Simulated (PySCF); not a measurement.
# doublet SnO−: levels of theory compared

Wanted: a comparison of 6 runs (UHF/3-21G, UB3LYP/def2-TZVPPD, UBHLYP/def2-TZVPPD, UCAM-B3LYP/def2-TZVPPD, UPBE0/def2-TZVPPD, USCS-MP2/def2-TZVPPD) of doublet SnO−. 

The calculation is run with PySCF 2.14.0.

1 further run of the same task is left out (set aside as unsound or not needed).

## Step 1: The molecule

The species is SnO− (2 atoms), meant as a doublet with charge -1. As SMILES of the parent species, `[O]=[Sn]`. The coordinates come from a PBE0-D4/def2-TZVP relaxation. That shape belongs to the parent species and isn't relaxed for this state.

Bond lengths: O1–Sn2 1.818 Å.

## Step 2: A single-point energy at UHF/3-21G (run 1)

Input file calc.py:

```python
from pyscf import gto, scf

mol = gto.Mole()
mol.atom = 'O -0.000000 0.000000 -0.007080; Sn 0.000000 -0.000000 1.810660'
mol.spin = 1
mol.max_memory = 1860
mol.verbose = 3
mol.charge = -1
mol.basis = '3-21g'
mol.build()

mf = scf.UHF(mol)
mf.conv_tol = 1e-10
mf.kernel()
if not mf.converged:
    mf = mf.newton().run(mf.mo_coeff, mf.mo_occ)

energy = mf.e_tot
print('E(%s) = %.9f' % ('HF', energy))
```

Launch:

```
OMP_NUM_THREADS=1 python calc.py
```

Log:

```text
converged SCF energy = -6070.66954626606  <S^2> = 0.75433218  2S+1 = 2.0043275
E(HF) = -6070.669546266
```

It took 0.65 s on 1 thread of Arm Neoverse V2, shared host; peak memory 0.12 GiB.

## Step 3: The energy at UB3LYP/def2-TZVPPD (core potential) (run 2)

Input file calc.py:

```python
from pyscf import gto, dft

mol = gto.Mole()
mol.atom = '''
O        0.000000       0.000000      -0.007080
Sn       0.000000       0.000000       1.810660
'''
mol.max_memory = 1860
mol.spin = 1
mol.ecp = {'Sn': 'def2-svp'}
mol.verbose = 3
mol.charge = -1
mol.basis = 'def2-tzvppd'
mol.build()

myscf = dft.UKS(mol, xc='b3lyp')
myscf.conv_tol = 1e-10
myscf.grids.level = 5
myscf.kernel()
if not myscf.converged:
    myscf = myscf.newton().run(myscf.mo_coeff, myscf.mo_occ)

e_tot = myscf.e_tot
print('Final energy', e_tot)
```

Launch:

```
OMP_NUM_THREADS=1 python calc.py
```

Log:

```text
WARN: HOMO -0.602449862698746 >= LUMO -0.602449862698751

WARN: HOMO 0.200617068185235 >= LUMO 0.201236160017558

converged SCF energy = -289.648025043679  <S^2> = 0.75347434  2S+1 = 2.0034713
Final energy -289.6480250436789
```

Wall time 15 s (1 thread of Arm Neoverse V2, shared host); peak memory 0.46 GiB.

Runs 3 to 5 aren't shown in full; the table further down has their settings and results.

## Step 4: The energy at USCS-MP2/def2-TZVPPD (core potential) (run 6)

Input file mol.xyz:

```xyz
2

O      0.000000     0.000000    -0.007080
Sn     0.000000     0.000000     1.810660
```

Input file job.py:

```python
from pyscf import gto, scf, mp

mol = gto.M(
    atom='mol.xyz',
    spin=1,
    charge=-1,
    max_memory=1860,
    basis='def2-tzvppd',
    verbose=4,
    ecp={'Sn': 'def2-svp'},
)

calc0 = scf.UHF(mol)
calc0.conv_tol = 1e-10
calc0.kernel()
if not calc0.converged:
    calc0 = calc0.newton().run(calc0.mo_coeff, calc0.mo_occ)

pt = mp.MP2(calc0, frozen=5).run()
e_tot = calc0.e_tot + 1.2 * pt.e_corr_os + pt.e_corr_ss / 3
print('Final energy', e_tot)
```

Launch:

```
OMP_NUM_THREADS=1 python job.py
```

Log:

```text
PySCF version 2.14.0

[INPUT] num. atoms = 2
[INPUT] num. electrons = 31
[INPUT] charge = -1
[INPUT] spin (= nelec alpha-beta = 2S) = 1
[INPUT] symmetry False subgroup None
[INPUT] Mole.unit = angstrom
[INPUT] Symbol           X                Y                Z      unit          X                Y                Z       unit  Magmom
[INPUT]  1 O      0.000000000000   0.000000000000  -0.007080000000 AA    0.000000000000   0.000000000000  -0.013379260962 Bohr   0.0
[INPUT]  2 Sn     0.000000000000   0.000000000000   1.810660000000 AA    0.000000000000   0.000000000000   3.421651504705 Bohr   0.0

nuclear repulsion = 51.2368045605642
number of shells = 32
number of NR pGTOs = 152
number of NR cGTOs = 96
basis = def2-tzvppd
ecp = {'Sn': 'def2-svp'}

[... 18 lines left out ...]
[... the frontier-level lines of each cycle are left out ...]
[... 88 lines left out ...]
converged SCF energy = -288.229798545664  <S^2> = 0.77343879  2S+1 = 2.023303
[... 1 line left out ...]
******** <class 'pyscf.mp.ump2.UMP2'> ********
nocc = (np.int64(11), np.int64(10)), nmo = (91, 91)
frozen orbitals 5
E(UMP2) = -288.797357004528  E_corr = -0.56755845886431
E(SCS-UMP2) = -288.754899656477  E_corr = -0.525101110813436
E_corr(same-spin) = -0.179964276719696
E_corr(oppo-spin) = -0.387594182144614
Final energy -288.7548996564773
```

Run time: 4.2 s. Hardware: 1 thread of Arm Neoverse V2, shared host; peak memory 0.24 GiB.

## Step 5: Overview of the runs

```
run                                    level  core potential  integration grid   energy (Eh)  HOMO energy (eV)  LUMO energy (eV)   ⟨S²⟩  wall time
  1                                UHF/3-21G               –                 –  -6070.669546              0.23              6.75  0.754     0.65 s
  2      UB3LYP/def2-TZVPPD (core potential)        def2-svp                 5   -289.648025              1.52              2.77  0.753       15 s
  3      UBHLYP/def2-TZVPPD (core potential)        def2-svp                 5   -289.454344              0.67              3.64  0.758       16 s
  4  UCAM-B3LYP/def2-TZVPPD (core potential)        def2-svp                 5   -289.532310              0.34              3.86  0.755       26 s
  5       UPBE0/def2-TZVPPD (core potential)        def2-svp                 5   -289.493655              1.30              2.92  0.755       15 s
  6    USCS-MP2/def2-TZVPPD (core potential)        def2-svp                 –   -288.754900             -0.71              5.13  0.773      4.2 s
```

## Step 6: Summary of results

| quantity | value |
| --- | --- |
| run 6: total energy | -288.75490 Eh |
| run 6: HOMO energy (Hartree–Fock orbitals) (highest over α and β) | -0.71 eV |
| run 6: LUMO energy (Hartree–Fock orbitals) (lowest over α and β) | 5.13 eV |
| run 6: correlation energy (5 core orbitals frozen) | -525.1 mEh |
| run 6: ⟨S²⟩ of the reference determinant | 0.773 |

In words: Totals of different functionals can't be ranked against each other. Some runs of one species differ in core potentials or relativity; totals across that change don't compare. In runs 1, 2, 3, 4, 5 the HOMO lies above zero, so the outermost electron may be held by the basis alone. In run 1 relativity is left out where basis or elements ask for it. All runs together took 77 s, the longest 26 s.
